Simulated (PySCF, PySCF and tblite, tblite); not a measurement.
# C₄H₁₂B₂N₂: a path driven as rotation about a bond, and NMR exchange, part 1 of 2

How fast is rotation about a bond in C₄H₁₂B₂N₂ (`BN(C)BNC1CC1`), and when do the exchanging lines merge?

Programs: PySCF 2.14.0 with density-fitted response routines of our own, and tblite 0.8.0. All values are computed, except where a source is named. Atoms count from 0 throughout.

### 1 The starting structure

20 atoms, charge 0, multiplicity 1; geometry from: force field or distance geometry start.

Bonds of the start (Å): B0–H8 1.18, B0–H9 1.19, B0–N1 1.52, B3–H13 1.19, B3–N4 1.52, C2–H10 1.12, C2–H11 1.10, C2–H12 1.12, C5–C6 1.52, C5–C7 1.53, C5–H15 1.11, C6–C7 1.51, C6–H16 1.11, C6–H17 1.10, C7–H18 1.11, C7–H19 1.11, N1–B3 1.54, N1–C2 1.48, N4–C5 1.45, N4–H14 1.05.

### 2 GFN2-xTB relaxation, start minimum

What the job is given:

```
{"job": {"xc": "GFN2-xTB", "basis": "xTB", "kind": "relax"}, "charge": 0, "multiplicity": 1}
B     -2.804600     1.437500    -0.111600
N     -1.900100     0.235400    -0.308600
C     -2.419300    -0.927200     0.437500
B     -0.512100     0.606200     0.235400
N      0.712100     0.525400    -0.658300
C      1.589700    -0.526700    -0.172400
C      2.694000    -0.024600     0.750700
C      3.022500    -0.381800    -0.682600
H     -3.316400     1.938700    -1.050200
H     -3.058100     1.854900     0.975500
H     -3.431500    -1.203800     0.032600
H     -1.771300    -1.809900     0.290900
H     -2.526500    -0.718000     1.536900
H     -0.371300     0.894300     1.380300
H      0.381400     0.241600    -1.611700
H      1.215000    -1.567200    -0.052200
H      3.035200    -0.774000     1.502400
H      2.679900     1.058400     0.962100
H      3.561800    -1.343600    -0.793600
H      3.214600     0.494700    -1.331900
```

On the command line:

```console
$ OMP_NUM_THREADS=1 python ens_run.py task.json out
```

One launch serves the whole session.

Log:

```text
step      E/eV     max force
  0    -624.66690    3.502
  1    -625.01459    2.302
  2    -625.26004    1.630
  3    -625.33376    0.585
  4    -625.38764    0.512
  5    -625.42122    0.599
  6    -625.47033    0.531
  7    -625.49310    0.395
  8    -625.52136    0.439
  9    -625.55734    0.513
 10    -625.60631    0.699
 11    -625.66938    0.870
 12    -625.75756    0.984
 13    -625.86976    0.986
 14    -626.00352    1.035
 15    -626.13643    0.900
 16    -626.23445    0.762
 17    -626.33491    0.710
 18    -626.44227    0.725
 19    -626.35694    2.166
 20    -626.53543    0.841
 21    -626.59458    0.437
 22    -626.63416    0.380
 23    -626.70571    0.409
 24    -626.73264    0.442
 25    -626.77860    0.410
 26    -626.80937    0.364
 27    -626.83581    0.312
 28    -626.85429    0.270
 29    -626.86773    0.224
 30    -626.87658    0.273
 31    -626.88659    0.230
 32    -626.89568    0.214
 33    -626.90742    0.225
 34    -626.91584    0.285
 35    -626.93162    0.285
 36    -626.94599    0.282
 37    -626.95990    0.275
 38    -626.97258    0.319
 39    -626.98745    0.330
 40    -627.00310    0.289
 41    -627.01580    0.268
 42    -627.02480    0.258
 43    -627.03203    0.203
 44    -627.03867    0.176
 45    -627.04460    0.203
 46    -627.05062    0.201
 47    -627.05694    0.195
 48    -627.06530    0.216
 49    -627.07409    0.276
 50    -627.08452    0.278
 51    -627.09368    0.215
 52    -627.10148    0.159
 53    -627.10793    0.158
 54    -627.11464    0.189
 55    -627.12182    0.202
 56    -627.12798    0.300
 57    -627.13135    0.221
 58    -627.13667    0.137
 59    -627.14035    0.107
 60    -627.14277    0.095
 61    -627.14423    0.085
 62    -627.14574    0.076
 63    -627.14692    0.080
 64    -627.14803    0.060
 65    -627.14890    0.062
 66    -627.14977    0.062
 67    -627.15074    0.052
 68    -627.15168    0.061
 69    -627.15251    0.065
 70    -627.15343    0.073
 71    -627.15483    0.091
 72    -627.15695    0.114
 73    -627.15948    0.113
 74    -627.16156    0.089
 75    -627.16286    0.079
 76    -627.16390    0.066
 77    -627.16507    0.076
 78    -627.16638    0.080
 79    -627.16766    0.075
 80    -627.16887    0.070
 81    -627.17013    0.074
 82    -627.17156    0.096
 83    -627.17305    0.101
 84    -627.17449    0.090
 85    -627.17569    0.075
 86    -627.17695    0.093
 87    -627.17836    0.093
 88    -627.17995    0.103
 89    -627.18136    0.085
 90    -627.18262    0.096
 91    -627.18374    0.093
 92    -627.18480    0.076
 93    -627.18578    0.068
 94    -627.18679    0.073
 95    -627.18801    0.094
 96    -627.18992    0.112
 97    -627.19304    0.161
 98    -627.19835    0.206
 99    -627.20589    0.295
100    -627.21398    0.294
101    -627.22108    0.451
102    -627.23254    0.413
103    -627.24369    0.307
104    -627.25500    0.280
105    -627.26535    0.296
106    -627.27570    0.201
107    -627.28500    0.346
108    -627.29677    0.253
109    -627.30785    0.200
110    -627.31544    0.400
111    -627.32023    0.468
112    -627.32558    0.275
113    -627.32968    0.210
114    -627.33375    0.134
115    -627.33837    0.165
116    -627.34153    0.136
117    -627.34556    0.136
118    -627.35016    0.155
119    -627.35355    0.132
120    -627.35830    0.153
121    -627.36218    0.172
122    -627.36543    0.203
123    -627.36884    0.124
124    -627.37315    0.137
125    -627.37700    0.190
126    -627.38212    0.210
127    -627.38780    0.186
128    -627.39178    0.278
129    -627.40148    0.211
130    -627.40942    0.200
131    -627.41844    0.255
132    -627.42090    0.196
133    -627.42407    0.099
134    -627.42625    0.134
135    -627.42761    0.129
136    -627.42954    0.134
137    -627.43124    0.092
138    -627.43277    0.090
139    -627.43425    0.094
140    -627.43550    0.074
141    -627.43666    0.119
142    -627.43767    0.080
143    -627.43847    0.094
144    -627.43916    0.060
145    -627.43973    0.057
146    -627.44036    0.063
147    -627.44102    0.056
148    -627.44188    0.070
149    -627.44283    0.069
150    -627.44382    0.083
151    -627.44460    0.088
152    -627.44526    0.072
153    -627.44580    0.051
154    -627.44630    0.059
155    -627.44668    0.078
156    -627.44723    0.072
157    -627.44794    0.072
158    -627.44877    0.079
159    -627.44964    0.073
160    -627.45058    0.078
161    -627.45159    0.075
162    -627.45250    0.062
163    -627.45331    0.056
164    -627.45395    0.049
165    -627.45454    0.061
166    -627.45512    0.054
167    -627.45568    0.048
168    -627.45616    0.047
169    -627.45669    0.067
170    -627.45728    0.059
171    -627.45785    0.041
172    -627.45833    0.058
173    -627.45882    0.045
174    -627.45934    0.043
175    -627.45975    0.039
176    -627.45998    0.031
177    -627.46012    0.027
178    -627.46023    0.022
179    -627.46037    0.024
180    -627.46052    0.030
181    -627.46072    0.033
182    -627.46102    0.042
183    -627.46142    0.046
184    -627.46192    0.056
185    -627.46254    0.079
186    -627.46336    0.087
187    -627.46454    0.078
188    -627.46603    0.094
189    -627.46739    0.078
190    -627.46826    0.097
191    -627.46899    0.109
192    -627.46964    0.071
193    -627.47068    0.052
194    -627.47115    0.067
195    -627.47196    0.078
196    -627.47276    0.060
197    -627.47372    0.051
198    -627.47445    0.059
199    -627.47501    0.065
200    -627.47555    0.061
201    -627.47609    0.046
202    -627.47654    0.054
203    -627.47694    0.051
204    -627.47765    0.051
205    -627.47826    0.044
206    -627.47878    0.050
207    -627.47911    0.047
208    -627.47935    0.034
209    -627.47954    0.027
210    -627.47968    0.033
211    -627.47980    0.031
212    -627.47991    0.029
213    -627.48003    0.021
214    -627.48013    0.022
215    -627.48024    0.026
216    -627.48034    0.023
217    -627.48044    0.024
218    -627.48055    0.024
219    -627.48065    0.025
220    -627.48075    0.021
221    -627.48083    0.016
222    -627.48089    0.018
223    -627.48094    0.020
224    -627.48099    0.019
225    -627.48103    0.014
226    -627.48108    0.015
227    -627.48115    0.017
228    -627.48123    0.020
229    -627.48132    0.020
230    -627.48142    0.025
231    -627.48153    0.021
232    -627.48165    0.031
233    -627.48178    0.037
234    -627.48192    0.036
235    -627.48205    0.023
236    -627.48220    0.027
237    -627.48230    0.027
238    -627.48245    0.028
239    -627.48259    0.024
240    -627.48276    0.028
241    -627.48287    0.030
242    -627.48300    0.031
243    -627.48312    0.030
244    -627.48332    0.028
245    -627.48344    0.026
246    -627.48354    0.019
247    -627.48361    0.017
248    -627.48367    0.019
249    -627.48373    0.026
250    -627.48378    0.015
251    -627.48383    0.016
252    -627.48388    0.019
253    -627.48392    0.022
254    -627.48398    0.019
255    -627.48404    0.019
256    -627.48411    0.018
257    -627.48418    0.020
258    -627.48425    0.025
259    -627.48431    0.023
260    -627.48438    0.021
261    -627.48446    0.021
262    -627.48452    0.017
263    -627.48456    0.014
264    -627.48459    0.014
265    -627.48462    0.013
266    -627.48465    0.011
267    -627.48467    0.007
268    -627.48468    0.007
269    -627.48469    0.008
270    -627.48470    0.007
271    -627.48471    0.006
272    -627.48472    0.004
273    -627.48472    0.004
274    -627.48472    0.003
275    -627.48472    0.003
```

It took 2.3 s on 1 thread of Intel Xeon Platinum 8375C at 2.90GHz, shared host.

The energy fell by 2.818 eV, and the atoms moved 1.15 Å (root mean square).

### 3 Relaxed scan, rotation

What the job is given:

```
{"job": {"xc": "GFN2-xTB", "basis": "xTB", "coordinate": [["t", [4, 3, 1, 0], 0.25], ["t", [4, 3, 1, 2], 0.25], ["t", [13, 3, 1, 0], 0.25], ["t", [13, 3, 1, 2], 0.25]], "kind": "drive"}, "charge": 0, "multiplicity": 1}
B     -2.198736     1.283030    -0.420661
N     -1.958157     0.059099     0.199492
C     -3.081203    -0.724314     0.702922
B     -0.657435    -0.552808     0.411374
N      0.518440     0.052893    -0.004210
C      1.844404    -0.437749     0.142702
C      2.977099     0.514961     0.399012
C      2.866255    -0.182317    -0.928296
H     -1.312715     1.931115    -0.834695
H     -3.299818     1.675898    -0.533313
H     -4.020941    -0.210525     0.509790
H     -3.111553    -1.702997     0.218902
H     -2.984086    -0.884007     1.779124
H     -0.595496    -1.593798     0.951629
H      0.482821     0.947909    -0.470004
H      1.869192    -1.396597     0.644237
H      3.762107     0.215480     1.075629
H      2.752448     1.570395     0.433763
H      3.575249    -0.960678    -1.163298
H      2.566976     0.405690    -1.782874
```

Log:

```text
point  coordinate     E/eV
  0    104.800     -627.47550
  1    119.600     -627.45359
  2    134.300     -627.39795
  3    149.300     -627.33582
  4    164.300     -627.25846
  5    179.800     -627.22157
  6    195.100     -627.22940
  7    210.300     -627.26114
  8    225.600     -627.34381
  9    240.400     -627.40769
 10    255.100     -627.44263
 11    269.900     -627.46919
```

Run time: 5.4 s. Hardware: 1 thread of Intel Xeon Platinum 8375C at 2.90GHz, shared host.

The highest point is number 5, 5.9 kcal/mol above the first.

### 4 Nudged elastic band, leg 1

The job, as its differences from that of step 3:

```diff
@@ -1,2 +1,2 @@
-{"job": {"xc": "GFN2-xTB", "basis": "xTB", "coordinate": [["t", [4, 3, 1, 0], 0.25], ["t", [4, 3, 1, 2], 0.25], ["t", [13, 3, 1, 0], 0.25], ["t", [13, 3, 1, 2], 0.25]], "kind": "drive"}, "charge": 0, "multiplicity": 1}
+{"job": {"xc": "GFN2-xTB", "basis": "xTB", "kind": "neb"}, "charge": 0, "multiplicity": 1}
 B     -2.198736     1.283030    -0.420661
```

Log:

```text
image   E - E0 / eV
  0       0.0000
  1       0.0582
  2       0.1926
  3       0.2694
  4       0.1564
  5       0.0346
  6       0.0014
```

Run time: 2.5 s. Hardware: 1 thread of Intel Xeon Platinum 8375C at 2.90GHz, shared host; peak memory 0.19 GiB.

The highest point is number 3, 6.2 kcal/mol above the first.

### 5 Saddle search, leg 1

What the job is given:

```
{"job": {"xc": "GFN2-xTB", "basis": "xTB", "kind": "saddle"}, "charge": 0, "multiplicity": 1}
B     -2.672463     0.599465    -1.259802
N     -2.006088    -0.042963    -0.235823
C     -2.521056    -0.098260     1.121175
B     -0.704595    -0.713346    -0.426185
N      0.432568    -0.081271     0.044252
C      1.781224    -0.538428    -0.023722
C      2.839235     0.131480     0.799041
C      2.832522     0.303881    -0.693525
H     -2.194962     0.596726    -2.332015
H     -3.687446     1.151335    -1.042461
H     -3.427368     0.499520     1.205170
H     -2.758537    -1.131870     1.393617
H     -1.783169     0.273228     1.838690
H     -0.620604    -1.765028    -0.939593
H      0.362062     0.851939     0.428230
H      1.839333    -1.610188    -0.161554
H      3.611812    -0.472806     1.248123
H      2.549900     0.979691     1.402472
H      3.592792    -0.194422    -1.273836
H      2.534838     1.261317    -1.092252
```

Log:

```text
step      E/eV     max force
  0    -627.21535   0.0171
  1    -627.21835   0.0461
  2    -627.21630   0.0127
  3    -627.21799   0.0194
  4    -627.22002   0.0311
  5    -627.22186   0.0280
  6    -627.22365   0.0245
  7    -627.22432   0.0611
  8    -627.22426   0.0064
  9    -627.22464   0.0206
 10    -627.22448   0.0035
lowest wavenumbers (cm-1): -110.6 58.9 85.8 111.3 140.4 255.8
```

Wall time 6.5 s (1 thread of Intel Xeon Platinum 8375C at 2.90GHz, shared host); peak memory 0.19 GiB.

Point group C1; 1 imaginary mode, 111i cm⁻¹, carried by H13, C2, B3, B0. Steps downhill from it reached both ends.

### 6 Saddle search, other pyramid

What the job is given:

```
{"job": {"xc": "GFN2-xTB", "basis": "xTB", "kind": "saddle"}, "charge": 0, "multiplicity": 1}
B     -2.662701     0.053822     0.999357
N     -2.011439    -0.052750    -0.211671
C     -2.541674     0.502849    -1.444121
B     -0.716649    -0.748599    -0.365987
N      0.439595    -0.055111    -0.062740
C      1.785561    -0.516183    -0.132608
C      2.816336     0.030718     0.811454
C      2.866131     0.391140    -0.646562
H     -2.167555    -0.425963     1.949881
H     -3.698456     0.606372     1.062896
H     -3.502118     0.980756    -1.257514
H     -1.852735     1.246888    -1.856154
H     -2.676874    -0.278821    -2.198797
H     -0.656827    -1.869448    -0.709532
H      0.381450     0.917649     0.209216
H      1.838008    -1.565066    -0.392213
H      3.564758    -0.639439     1.204232
H      2.509875     0.795209     1.509816
H      3.647607    -0.032693    -1.257175
H      2.591031     1.396133    -0.928807
```

Log:

```text
step      E/eV     max force
  0    -627.23357   0.1841
  1    -627.23180   0.0440
  2    -627.22597   0.1059
  3    -627.22939   0.0181
  4    -627.22653   0.0292
  5    -627.22494   0.0201
  6    -627.22470   0.0185
  7    -627.22471   0.0000
lowest wavenumbers (cm-1): -110.5 59.9 86.1 111.6 141.5 255.4
```

Run time: 7.5 s. Hardware: 1 thread of Intel Xeon Platinum 8375C at 2.90GHz, shared host; peak memory 0.2 GiB.

Point group C1; 1 imaginary mode, 110i cm⁻¹, carried by C2, H13, B3, B0. Steps downhill from it reached both ends.

### 7 Shieldings, start: BHandHLYP/pcSseg-1 in dichloromethane

What the job is given:

```
{"job": {"kind": "nmr", "xc": "BHandHLYP", "basis": "pcSseg-1", "solvent": "dichloromethane", "pop": false}, "charge": 0, "multiplicity": 1}
B     -2.198736     1.283030    -0.420661
N     -1.958157     0.059099     0.199492
C     -3.081203    -0.724314     0.702922
B     -0.657435    -0.552808     0.411374
N      0.518440     0.052893    -0.004210
C      1.844404    -0.437749     0.142702
C      2.977099     0.514961     0.399012
C      2.866255    -0.182317    -0.928296
H     -1.312715     1.931115    -0.834695
H     -3.299818     1.675898    -0.533313
H     -4.020941    -0.210525     0.509790
H     -3.111553    -1.702997     0.218902
H     -2.984086    -0.884007     1.779124
H     -0.595496    -1.593798     0.951629
H      0.482821     0.947909    -0.470004
H      1.869192    -1.396597     0.644237
H      3.762107     0.215480     1.075629
H      2.752448     1.570395     0.433763
H      3.575249    -0.960678    -1.163298
H      2.566976     0.405690    -1.782874
```

Log:

```text
coarse grid: 16080 points
cycle   1  E = -318.6020934575  dE =  1.284e+00  |g| = 3.768e-01  |ddm| = 3.709e+00
cycle   2  E = -318.6293044658  dE = -2.721e-02  |g| = 2.557e-01  |ddm| = 4.814e-01
cycle   3  E = -318.6423837548  dE = -1.308e-02  |g| = 7.114e-02  |ddm| = 2.027e-01
cycle   4  E = -318.6433683804  dE = -9.846e-04  |g| = 2.048e-02  |ddm| = 5.023e-02
cycle   5  E = -318.6434565394  dE = -8.816e-05  |g| = 4.580e-03  |ddm| = 1.513e-02
cycle   6  E = -318.6434610131  dE = -4.474e-06  |g| = 1.002e-03  |ddm| = 3.714e-03
final grid: 153696 points
cycle   7  E = -318.6816490762  dE = -2.677e-05  |g| = 4.034e-03  |ddm| = 1.637e-02
cycle   8  E = -318.6816497387  dE = -6.625e-07  |g| = 3.833e-03  |ddm| = 5.773e-03
cycle   9  E = -318.6816529565  dE = -3.218e-06  |g| = 2.664e-04  |ddm| = 2.568e-03
cycle  10  E = -318.6816529692  dE = -1.275e-08  |g| = 1.776e-04  |ddm| = 3.373e-04
cycle  11  E = -318.6816529764  dE = -7.241e-09  |g| = 2.301e-05  |ddm| = 1.513e-04
cycle  12  E = -318.6816529766  dE = -1.573e-10  |g| = 8.140e-06  |ddm| = 3.161e-05
converged SCF energy = -318.6816529766

GIAO shielding tensors (ppm)
atom      isotropic    diamagn.    paramagn.     s11        s22        s33       span
  0 B       61.983     197.861    -135.878     27.929     43.314    114.706     86.776
  1 N      110.472     326.088    -215.616    -54.042    128.224    257.234    311.276
  2 C      139.419     239.207     -99.788    106.213    129.977    182.066     75.854
  3 B       72.835     199.660    -126.825     40.921     77.317    100.267     59.346
  4 N      149.353     327.072    -177.719     76.320    183.621    188.119    111.799
  5 C      157.170     236.174     -79.004    118.573    138.092    214.844     96.271
  6 C      179.465     255.520     -76.055    146.964    175.184    216.247     69.283
  7 C      179.456     255.080     -75.624    146.946    175.178    216.244     69.298
  8 H       27.186      34.909      -7.723     25.230     25.808     30.521      5.291
  9 H       27.161      32.565      -5.404     25.604     26.913     28.965      3.361
 10 H       28.633      27.426       1.207     24.868     27.709     33.323      8.455
 11 H       28.504      27.662       0.842     24.497     26.882     34.132      9.635
 12 H       28.501      27.529       0.972     24.498     26.869     34.135      9.637
 13 H       27.471      34.902      -7.432     25.107     26.214     31.091      5.983
 14 H       28.348      37.732      -9.384     20.068     30.868     34.108     14.040
 15 H       29.144      30.109      -0.965     22.548     28.527     36.357     13.809
 16 H       31.223      30.139       1.084     25.431     26.806     41.431     16.000
 17 H       31.541      32.026      -0.485     26.148     29.014     39.461     13.313
 18 H       31.223      30.143       1.080     25.432     26.807     41.431     15.999
 19 H       31.544      32.033      -0.489     26.151     29.018     39.463     13.312
```

It took 36 s on 1 thread of Intel Xeon Platinum 8375C at 2.90GHz, shared host; peak memory 1.1 GiB.

In short: HOMO -7.60 eV, LUMO 0.64 eV; dipole 1.23 D.

(Continued in part 2 of 2.)
